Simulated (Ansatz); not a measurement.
**ClGeH₅O₂Si: up Jacob's ladder to CCSD(T)**

An exercise on one series of results from a longer session: the logs are not shown, and one member is left open.

Method: functionals in def2-TZVPP, the program's frozen cores in correlated methods; program: Ansatz 0.2.0, Gaussian basis.

Levels to be run: LDA (SPW92), PBE-D4, revPBE-D4, BLYP-D4, r2SCAN-D4, B97M-V, PBE0-D4, B3LYP-D4, r2SCANh-D4, r2SCAN0-D4, HSE06-D4, BHLYP-D4, CAM-B3LYP-D4, LC-ωPBE, ωB97X-V, ωB97M-V, B2PLYP, PBE-QIDH; CCSD(T)/def2-SVP; CCSD(T)/def2-TZVPP; MP2/def2-QZVPP; extrapolation to the limit; RPA on PBE.

### Structure used throughout

The geometry comes from an earlier relaxation with PBE0-D4 in a triple-zeta def2 set; it is a stationary point, not always the lowest conformer.

SMILES `[OH][Ge]([OH])([SiH3])[Cl]`, 10 atoms, charge 0, spin multiplicity 1.

Atoms are counted from 1 here; the program's logs count them from 0.

Bond lengths: O1–Ge2 1.761 Å, O1–H6 0.962 Å, Ge2–O3 1.772 Å, Ge2–Si4 2.379 Å, Ge2–Cl5 2.173 Å, O3–H7 0.961 Å, Si4–H8 1.482 Å, Si4–H9 1.483 Å, Si4–H10 1.483 Å. Angles: Ge2–O1–H6 112.3°, O1–Ge2–O3 106.5°, O1–Ge2–Si4 109.1°, O1–Ge2–Cl5 109.8°, O3–Ge2–Si4 116.1°, O3–Ge2–Cl5 104.6°, Si4–Ge2–Cl5 110.4°, Ge2–O3–H7 112.0°, Ge2–Si4–H8 108.2°, Ge2–Si4–H9 108.8°, Ge2–Si4–H10 107.5°, H8–Si4–H9 111.0°, H8–Si4–H10 110.6°, H9–Si4–H10 110.7°.

Set-up of the first run:

The input, in.yaml:

```yaml
crystal:
  periodic: [false, false, false]
  atoms:
    - {symbol: O, position_ang: [-1.332105, 1.554241, 0.080373]}
    - {symbol: Ge, position_ang: [0.003162, 0.495441, -0.364683]}
    - {symbol: O, position_ang: [1.491719, 1.404559, -0.053870]}
    - {symbol: Si, position_ang: [-0.222218, -1.571736, 0.791264]}
    - {symbol: Cl, position_ang: [-0.000645, 0.167204, -2.512317]}
    - {symbol: H, position_ang: [-1.174682, 2.468237, -0.174884]}
    - {symbol: H, position_ang: [2.102037, 1.360389, -0.794895]}
    - {symbol: H, position_ang: [-1.528494, -2.167953, 0.424048]}
    - {symbol: H, position_ang: [-0.148460, -1.313283, 2.249457]}
    - {symbol: H, position_ang: [0.892785, -2.448299, 0.358406]}
basis:
  gaussian: {orbitals: def2-TZVPP}
hamiltonian: {xc: lda}
output: {orbitals: {seedname: orbitals}}
```

Among the steps run: LDA; PBE-D4 (GGA); revPBE-D4 (GGA); BLYP-D4 (GGA); r2SCAN-D4 (meta-GGA); B97M-V (meta-GGA); PBE0-D4 (hybrid); B3LYP-D4 (hybrid); r2SCANh-D4 (hybrid); r2SCAN0-D4 (hybrid); HSE06-D4 (hybrid); BHLYP-D4 (hybrid); CAM-B3LYP-D4 (range-separated); LC-ωPBE-D4 (range-separated; the results give it without D4); ωB97X-V (range-separated); ωB97M-V (range-separated); B2PLYP (double hybrid); PBE-QIDH (double hybrid).

One table of the session follows, with a row left open; its other results are not shown here.

It belongs to the step «Frontier levels by functional». 

```
  functional  HOMO (eV)  gap (eV)
 LDA (SPW92)      -7.27      5.65
      PBE-D4      -7.10      5.76
   revPBE-D4      -7.04      5.80
     BLYP-D4      -6.98      5.70
   r2SCAN-D4      -7.45      6.41
      B97M-V          ?         ?
     PBE0-D4      -8.47      8.04
    B3LYP-D4      -8.24      7.54
  r2SCANh-D4      -7.95      7.23
  r2SCAN0-D4      -8.68      8.43
    HSE06-D4      -8.07      7.28
    BHLYP-D4      -9.65     10.19
CAM-B3LYP-D4      -9.78     10.35
     LC-ωPBE     -11.09     12.85
     ωB97X-V     -10.76     12.43
     ωB97M-V     -10.57     11.97
```

Estimate the missing values for B97M-V.

**Answer.** HOMO (eV): -7.56; gap (eV): 6.49. In the column «HOMO (eV)» it lies between r2SCANh-D4 (-7.95) and r2SCAN-D4 (-7.45).
